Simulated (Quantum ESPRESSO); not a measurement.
# SrFe2As2 (I4/mmm) in Quantum ESPRESSO: reference runs

Aim: a first look at SrFe2As2 with PBEsol, on the cell as given.

Program: Quantum ESPRESSO 7.5. These are calculated values, not measurements. Logs are shortened: lines on timing, memory, paths and dates and some standing lists are left out, and cuts for length are marked.

**1. Starting point**

Symmetry: I4/mmm, No. 139, tetragonal system. Conventional cell: a = 3.924 Å, b = 3.924 Å, c = 12.364 Å, α = 90.00°, β = 90.00°, γ = 90.00°. Around Sr (site symmetry 4/mmm) lie 8 As at 3.27 Å and 8 Fe at 3.66 Å. As (site symmetry 4mm) has 4 Fe at 2.39 Å as nearest neighbours. Around Fe (site symmetry -4m2) lie 4 As at 2.39 Å.

**2. Single point, PBEsol, collinear spin, ferromagnetic start**

The input, pw.in:

```
&CONTROL
  calculation = 'scf'
  prefix = 'pwscf'
  outdir = './tmp'
  pseudo_dir = './pseudo'
  tprnfor = .true.
  tstress = .true.
  disk_io = 'low'
/
&SYSTEM
  ibrav = 0
  celldm(1) = 8
  nat = 5
  ntyp = 3
  ecutwfc = 56
  ecutrho = 448
  nbnd = 39
  occupations = 'smearing'
  smearing = 'fd'
  degauss = 0.00367493
  nspin = 2
  starting_magnetization(1) = 0
  starting_magnetization(2) = 0
  starting_magnetization(3) = 0.1875
/
&ELECTRONS
  conv_thr = 1d-09
  electron_maxstep = 120
  mixing_beta = 0.3
/
ATOMIC_SPECIES
Sr    87.6200 sr_pbesol_v1.uspp.F.UPF
As    74.9216 as_pbesol_v1.uspp.F.UPF
Fe    55.8450 fe_pbesol_v1.5.uspp.F.UPF
CELL_PARAMETERS alat
 -0.4634907644293   0.4634907644293   1.4603331059577
  0.4634907644293  -0.4634907644293   1.4603331059577
  0.4634907644293   0.4634907644293  -1.4603331059577
ATOMIC_POSITIONS crystal
Sr     0.0000000000    0.0000000000    0.0000000000
As     0.6400000000    0.6400000000    0.0000000000
As     0.3600000000    0.3600000000    0.0000000000
Fe     0.7500000000    0.2500000000    0.5000000000
Fe     0.2500000000    0.7500000000    0.5000000000
K_POINTS automatic
10 10 10 0 0 0
```

The input, pp_density.in:

```
&INPUTPP
  prefix = 'pwscf'
  outdir = './tmp'
  filplot = 'density.dat'
  plot_num = 0
/
&PLOT
  nfile = 1
  filepp(1) = 'density.dat'
  iflag = 3
  output_format = 6
  fileout = 'density.cube'
/
```

The input, pp_potential.in:

```
&INPUTPP
  prefix = 'pwscf'
  outdir = './tmp'
  filplot = 'potential.dat'
  plot_num = 11
/
&PLOT
  nfile = 1
  filepp(1) = 'potential.dat'
  iflag = 3
  output_format = 6
  fileout = 'potential.cube'
/
```

The input, pp_spin.in:

```
&INPUTPP
  prefix = 'pwscf'
  outdir = './tmp'
  filplot = 'spin.dat'
  plot_num = 6
/
&PLOT
  nfile = 1
  filepp(1) = 'spin.dat'
  iflag = 3
  output_format = 6
  fileout = 'spin.cube'
/
```

Potentials or basis: GBRV 1.5 PBEsol.

On the command line:

```bash
$ OMP_NUM_THREADS=1 mpirun -n 2 pw.x -nk 2 -in pw.in > pw.out
$ OMP_NUM_THREADS=1 mpirun -n 1 pp.x -in pp_density.in > pp_density.out
$ OMP_NUM_THREADS=1 mpirun -n 1 pp.x -in pp_potential.in > pp_potential.out
$ OMP_NUM_THREADS=1 mpirun -n 1 pp.x -in pp_spin.in > pp_spin.out
```

pw.out:

```text
This program is part of the open-source Quantum ESPRESSO suite
     for quantum simulation of materials; please cite
         "P. Giannozzi et al., J. Phys.:Condens. Matter 21 395502 (2009);
         "P. Giannozzi et al., J. Phys.:Condens. Matter 29 465901 (2017);
         "P. Giannozzi et al., J. Chem. Phys. 152 154105 (2020);
     in publications or presentations arising from this work. More details at

     Message from routine setup:
     using ibrav=0 with symmetry is DISCOURAGED, use correct ibrav instead

     K-points division:     npool     =       2
     Subspace diagonalization in iterative solution of the eigenvalue problem:
     a serial algorithm will be used

     G-vector sticks info
     --------------------
     sticks:   dense  smooth     PW     G-vecs:    dense   smooth      PW
     Sum        4365    2183    743               102779    36415    7145

     Using Slab Decomposition

     bravais-lattice index     =            0
     lattice parameter (alat)  =       8.0000  a.u.
     unit-cell volume          =     642.4866 (a.u.)^3
     number of atoms/cell      =            5
     number of atomic types    =            3
     number of electrons       =        52.00
     number of Kohn-Sham states=           39
     kinetic-energy cutoff     =      56.0000  Ry
     charge density cutoff     =     448.0000  Ry
     scf convergence threshold =      1.0E-09
     mixing beta               =       0.3000
     number of iterations used =            8  plain     mixing
     Exchange-correlation= SLA  PW   PSX  PSC
                           (   1   4  10   8   0   0   0)

     celldm(1)=   8.000000  celldm(2)=   0.000000  celldm(3)=   0.000000
     celldm(4)=   0.000000  celldm(5)=   0.000000  celldm(6)=   0.000000

     crystal axes: (cart. coord. in units of alat)
               a(1) = (  -0.463491   0.463491   1.460333 )
               a(2) = (   0.463491  -0.463491   1.460333 )
               a(3) = (   0.463491   0.463491  -1.460333 )

     reciprocal axes: (cart. coord. in units 2 pi/alat)
               b(1) = ( -0.000000  1.078770  0.342388 )
               b(2) = (  1.078770 -0.000000  0.342388 )
               b(3) = (  1.078770  1.078770  0.000000 )

     PseudoPot. # 1 for Sr read from file:
     sr_pbesol_v1.uspp.F.UPF
     Pseudo is Ultrasoft + core correction, Zval = 10.0
     Generated by new atomic code, or converted to UPF format
     Using radial grid of  883 points,  6 beta functions with:
                l(1) =   0
                l(2) =   0
                l(3) =   1
                l(4) =   1
                l(5) =   2
                l(6) =   2
     Q(r) pseudized with  6 coefficients,  rinner =    1.400   1.400   1.400
                                                       1.400   1.400

     PseudoPot. # 2 for As read from file:
     as_pbesol_v1.uspp.F.UPF
     Pseudo is Ultrasoft + core correction, Zval =  5.0
     Generated by new atomic code, or converted to UPF format
     Using radial grid of  875 points,  6 beta functions with:
                l(1) =   0
                l(2) =   0
                l(3) =   1
                l(4) =   1
                l(5) =   2
                l(6) =   2
     Q(r) pseudized with  8 coefficients,  rinner =    1.300   1.300   1.300
                                                       1.300   1.300

     PseudoPot. # 3 for Fe read from file:
     fe_pbesol_v1.5.uspp.F.UPF
     Pseudo is Ultrasoft + core correction, Zval = 16.0
     Generated by new atomic code, or converted to UPF format
     Using radial grid of  861 points,  6 beta functions with:
                l(1) =   0
                l(2) =   0
                l(3) =   1
                l(4) =   1
                l(5) =   2
                l(6) =   2
     Q(r) pseudized with  8 coefficients,  rinner =    1.000   1.000   1.000
                                                       1.000   1.000

     atomic species   valence    mass     pseudopotential
     Sr               10.00    87.62000     Sr( 1.00)
     As                5.00    74.92160     As( 1.00)
     Fe               16.00    55.84500     Fe( 1.00)

     Starting magnetic structure
     atomic species   magnetization
     Sr              0.000
     As              0.000
     Fe              0.188

     16 Sym. Ops., with inversion, found

   Cartesian axes

     site n.     atom                  positions (alat units)
         1        Sr     tau(   1) = (   0.0000000   0.0000000   0.0000000  )
         2        As     tau(   2) = (  -0.0000000   0.0000000   1.8692264  )
         3        As     tau(   3) = (   0.0000000  -0.0000000   1.0514398  )
         4        Fe     tau(   4) = (   0.0000000   0.4634908   0.7301666  )
         5        Fe     tau(   5) = (   0.4634908   0.0000000   0.7301666  )

     number of k points=   102  Fermi-Dirac smearing, width (Ry)=  0.0037

     Number of k-points >= 100: set verbosity='high' to print them.

     Dense  grid:   102779 G-vectors     FFT dimensions: (  90,  90,  90)

     Smooth grid:    36415 G-vectors     FFT dimensions: (  64,  64,  64)

     Check: negative core charge=   -0.000010
     Generating pointlists ...
     new r_m :   0.3187 (alat units)  2.5494 (a.u.) for type    1
     new r_m :   0.2326 (alat units)  1.8610 (a.u.) for type    2
     new r_m :   0.2326 (alat units)  1.8610 (a.u.) for type    3

     Initial potential from superposition of free atoms

     starting charge      49.9688, renormalised to      52.0000

     negative rho (up, down):  3.331E-02 3.331E-02
     Starting wfcs are   47 randomized atomic wfcs

     Self-consistent Calculation

     iteration #  1     ecut=    56.00 Ry     beta= 0.30
     Davidson diagonalization with overlap
     ethr =  1.00E-02,  avg # of iterations =  3.5

     negative rho (up, down):  3.254E-02 3.255E-02

     total energy              =    -650.48607618 Ry
     estimated scf accuracy    <       1.23980295 Ry

     total magnetization       =     4.06 Bohr mag/cell
     absolute magnetization    =     4.39 Bohr mag/cell

     iteration #  2     ecut=    56.00 Ry     beta= 0.30
     Davidson diagonalization with overlap
     ethr =  2.38E-03,  avg # of iterations =  2.1

     negative rho (up, down):  3.237E-02 3.237E-02
[... 169 lines left out ...]
     total energy              =    -650.59504999 Ry
     estimated scf accuracy    <          3.7E-09 Ry

     total magnetization       =     3.82 Bohr mag/cell
     absolute magnetization    =     4.23 Bohr mag/cell

     iteration # 17     ecut=    56.00 Ry     beta= 0.30
     Davidson diagonalization with overlap
     ethr =  7.18E-12,  avg # of iterations =  2.8

     negative rho (up, down):  3.292E-02 3.293E-02

     Magnetic moment per site  (integrated on atomic sphere of radius R)
     atom   1 (R=0.319)  charge=  8.2613  magn=  0.0128
     atom   2 (R=0.233)  charge=  2.5889  magn= -0.0484
     atom   3 (R=0.233)  charge=  2.5889  magn= -0.0484
     atom   4 (R=0.233)  charge= 14.2215  magn=  1.9074
     atom   5 (R=0.233)  charge= 14.2215  magn=  1.9074

     End of self-consistent calculation

     Number of k-points >= 100: set verbosity='high' to print the bands.

     the Fermi energy is    10.8962 ev

!    total energy              =    -650.59505001 Ry
     estimated scf accuracy    <          7.5E-10 Ry
     smearing contrib. (-TS)   =      -0.00352979 Ry
     internal energy E=F+TS    =    -650.59152022 Ry

     The total energy is F=E-TS. E is the sum of the following terms:
     one-electron contribution =    -458.10979326 Ry
     hartree contribution      =     249.53919357 Ry
     xc contribution           =    -138.72477601 Ry
     ewald contribution        =    -303.29614453 Ry

     total magnetization       =     3.82 Bohr mag/cell
     absolute magnetization    =     4.23 Bohr mag/cell

     convergence has been achieved in  17 iterations

     negative rho (up, down):  3.292E-02 3.293E-02

     Forces acting on atoms (cartesian axes, Ry/au):

     atom    1 type  1   force =     0.00000000    0.00000000    0.00000000
     atom    2 type  2   force =     0.00000000   -0.00000000    0.00308927
     atom    3 type  2   force =     0.00000000    0.00000000   -0.00308927
     atom    4 type  3   force =     0.00000000    0.00000000   -0.00000000
     atom    5 type  3   force =    -0.00000000   -0.00000000    0.00000000

     Total force =     0.004369     Total SCF correction =     0.000020

     Computing stress (Cartesian axis) and pressure

     negative rho (up, down):  3.292E-02 3.293E-02
          total   stress  (Ry/bohr**3)                   (kbar)     P=      -42.71
  -0.00031038  -0.00000000   0.00000000          -45.66       -0.00        0.00
  -0.00000000  -0.00031038   0.00000000           -0.00      -45.66        0.00
  -0.00000000  -0.00000000  -0.00025032           -0.00       -0.00      -36.82

=------------------------------------------------------------------------------=
   JOB DONE.
=------------------------------------------------------------------------------=
```

pp_density.out:

```text
This program is part of the open-source Quantum ESPRESSO suite
     for quantum simulation of materials; please cite
         "P. Giannozzi et al., J. Phys.:Condens. Matter 21 395502 (2009);
         "P. Giannozzi et al., J. Phys.:Condens. Matter 29 465901 (2017);
         "P. Giannozzi et al., J. Chem. Phys. 152 154105 (2020);
     in publications or presentations arising from this work. More details at

     IMPORTANT: XC functional enforced from input :
     Exchange-correlation= PBESOL
                           (   1   4  10   8   0   0   0)
     Any further DFT definition will be discarded
     Please, verify this is what you really want

     G-vector sticks info
     --------------------
     sticks:   dense  smooth     PW     G-vecs:    dense   smooth      PW
     Sum        4365    2183    743               102779    36415    7145

     Using Slab Decomposition

     Check: negative core charge=   -0.000010

     negative rho (up, down):  3.292E-02 3.293E-02

     Calling punch_plot, plot_num =   0
     Writing data to file  density.dat
     Reading data from file  density.dat

     Writing data to be plotted to file density.cube
     Plot Type: 3D                     Output format: Gaussian cube

=------------------------------------------------------------------------------=
   JOB DONE.
=------------------------------------------------------------------------------=
```

pp_potential.out:

```text
This program is part of the open-source Quantum ESPRESSO suite
     for quantum simulation of materials; please cite
         "P. Giannozzi et al., J. Phys.:Condens. Matter 21 395502 (2009);
         "P. Giannozzi et al., J. Phys.:Condens. Matter 29 465901 (2017);
         "P. Giannozzi et al., J. Chem. Phys. 152 154105 (2020);
     in publications or presentations arising from this work. More details at

     IMPORTANT: XC functional enforced from input :
     Exchange-correlation= PBESOL
                           (   1   4  10   8   0   0   0)
     Any further DFT definition will be discarded
     Please, verify this is what you really want

     G-vector sticks info
     --------------------
     sticks:   dense  smooth     PW     G-vecs:    dense   smooth      PW
     Sum        4365    2183    743               102779    36415    7145

     Using Slab Decomposition

     Check: negative core charge=   -0.000010

     negative rho (up, down):  3.292E-02 3.293E-02

     Calling punch_plot, plot_num =  11
     Writing data to file  potential.dat
     Reading data from file  potential.dat

     Writing data to be plotted to file potential.cube
     Plot Type: 3D                     Output format: Gaussian cube

=------------------------------------------------------------------------------=
   JOB DONE.
=------------------------------------------------------------------------------=
```

It took 13 min on 2 MPI ranks of Arm Neoverse V2, shared host; peak memory 1.2 GiB.

Results:

| Item | Value |
| --- | --- |
| Free energy | -8851.7966 eV |
| Pressure | -4.3 GPa |
| Largest force | 0.079 eV/Å |
| Band gap on the k mesh | none (metal or under the smearing width) |
| Net moment | 3.82 μB per cell |
| Absolute moment | 4.23 μB per cell |
| Site moments | Sr +0.01; As -0.05; Fe +1.91 μB |
| Valence electrons inside the program's atomic spheres | Sr 8.26; As 2.59; Fe 14.22 |

Forces in eV/Å, atoms in the order of the input:
```
Sr   0.000  0.000  0.000
As   0.000  0.000  0.079
As   0.000  0.000 -0.079
Fe   0.000  0.000  0.000
Fe   0.000  0.000  0.000
```

Stress tensor (GPa, compression positive):
```
-4.57  0.00  0.00
 0.00 -4.57  0.00
 0.00  0.00 -3.68
```

Caveat: only a ferromagnetic start was run, and an antiferromagnetic order may lie lower in energy.
